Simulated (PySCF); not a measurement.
# C2H2ClSi (SMILES [C]#C[SiH2]Cl), run twice

Wanted: the energy of C2H2ClSi, GOLYP/def2-mTZVP (X2C-SO).

Program for the calculation: PySCF 2.14.0.

3 further runs of the same task are left out: 1 that didn't finish, 2 set aside as unsound or not needed.

### 1 The system as given

C2H2ClSi has 6 atoms, charge 0, and is taken as a doublet. As SMILES, `[C]#C[SiH2]Cl`. The coordinates come from a PBE0-D4/def2-TZVP relaxation.

Bond lengths: C1–C2 1.212 Å, C2–Si3 1.820 Å, Si3–Cl4 2.045 Å, Si3–H5 1.477 Å, Si3–H6 1.477 Å. Angles: C1–C2–Si3 178.6°, C2–Si3–Cl4 109.3°, C2–Si3–H5 109.2°, C2–Si3–H6 109.2°, Cl4–Si3–H5 108.7°, Cl4–Si3–H6 108.7°, H5–Si3–H6 111.7°.

### 2 Try one

calc.py

```python
from pyscf import gto, dft

mol = gto.M(
    atom='''
C      1.641038    -3.891324     2.151264
C      0.893840    -1.985724     1.124387
Si    -0.160060     0.917273    -0.389284
Cl    -3.393003     0.217696    -2.388425
H      1.813192     1.796752    -2.157311
H     -0.715639     2.824574     1.572063
''',
    max_memory=1860,
    spin=2,
    basis='def2-mtzvp',
    unit='bohr',
    verbose=4,
)

mf = dft.GKS(mol, xc='olyp').x2c1e()
mf.collinear = 'col'
mf.max_cycle = 100
mf.kernel()

etot = mf.e_tot
print('E(%s) = %.9f' % ('OLYP', etot))
```

Run with:

```console
OMP_NUM_THREADS=1 python calc.py
```

Standard output:

```text
RuntimeError: Electron number 45 and spin 2 are not consistent
Note mol.spin = 2S = Nalpha - Nbeta, not 2S+1
```

Wall time 0.63 s (1 thread of Intel Xeon Platinum 8375C at 2.90GHz (Ice Lake), shared host); peak memory 0.099 GiB.

### 3 Diagnosis

The program refused the input.

The log says `RuntimeError: Electron number 45 and spin 2 are not consistent`. The fault: the electron count doesn't fit the spin or reference typed: an even count needs an odd multiplicity, an odd count an even one. To mend it: multiplicity 2 in place of 3.

### 4 Second attempt

job.py

```python
from pyscf import gto, dft

system = gto.M(
    atom='''
C      1.641038    -3.891324     2.151264
C      0.893840    -1.985724     1.124387
Si    -0.160060     0.917273    -0.389284
Cl    -3.393003     0.217696    -2.388425
H      1.813192     1.796752    -2.157311
H     -0.715639     2.824574     1.572063
''',
    unit='bohr',
    basis='def2-mtzvp',
    max_memory=1860,
    spin=1,
    verbose=4,
)

calc0 = dft.GKS(system, xc='olyp').x2c1e()
calc0.collinear = 'col'
calc0.diis_start_cycle = 3
calc0.damp = 0.2
calc0.max_cycle = 100
calc0.kernel()

e_final = calc0.e_tot
print('Final energy', e_final)
```

Run with:

```console
OMP_NUM_THREADS=1 python job.py
```

Standard output:

```text
PySCF version 2.14.0

[INPUT] num. atoms = 6
[INPUT] num. electrons = 45
[INPUT] charge = 0
[INPUT] spin (= nelec alpha-beta = 2S) = 1
[INPUT] symmetry False subgroup None
[INPUT] Mole.unit = bohr
[INPUT] Symbol           X                Y                Z      unit          X                Y                Z       unit  Magmom
[INPUT]  1 C      0.868399911854  -2.059199981106   1.138399883473 AA    1.641038000000  -3.891324000000   2.151264000000 Bohr   0.0
[INPUT]  2 C      0.472999758209  -1.050799887977   0.594999976655 AA    0.893840000000  -1.985724000000   1.124387000000 Bohr   0.0
[INPUT]  3 Si    -0.084700104380   0.485399967792  -0.206000221376 AA   -0.160060000000   0.917273000000  -0.389284000000 Bohr   0.0
[INPUT]  4 Cl    -1.795499864183   0.115199762108  -1.263900079992 AA   -3.393003000000   0.217696000000  -2.388425000000 Bohr   0.0
[INPUT]  5 H      0.959499885422   0.950800212075  -1.141599818067 AA    1.813192000000   1.796752000000  -2.157311000000 Bohr   0.0
[INPUT]  6 H     -0.378699850046   1.494700191357   0.831899913731 AA   -0.715639000000   2.824574000000   1.572063000000 Bohr   0.0

nuclear repulsion = 166.882509089207
number of shells = 44
number of NR pGTOs = 170
number of NR cGTOs = 88
basis = def2-mtzvp
ecp = {}

[... 39 lines left out ...]
WARN: HOMO -0.307718299482338 == LUMO -0.307718299462447
[... 40 lines left out ...]
converged SCF energy = -828.819693698992  <S^2> = 0.77436471  2S+1 = 2.0242181
Final energy -828.8196936989923
```

It took 27 s on 1 thread of Intel Xeon Platinum 8375C at 2.90GHz (Ice Lake), shared host; peak memory 0.44 GiB.

### 5 Summary of results

Level: GOLYP/def2-mTZVP (X2C-SO).

```
     quantity          value
 total energy  -828.81969 Eh
dipole moment         1.08 D
  HOMO energy       -7.22 eV
  LUMO energy       -6.19 eV
         ⟨S²⟩          0.774
```

**Reading.** Mulliken charges run from -0.33 on C2 to +0.56 on Si3; they depend strongly on the basis.
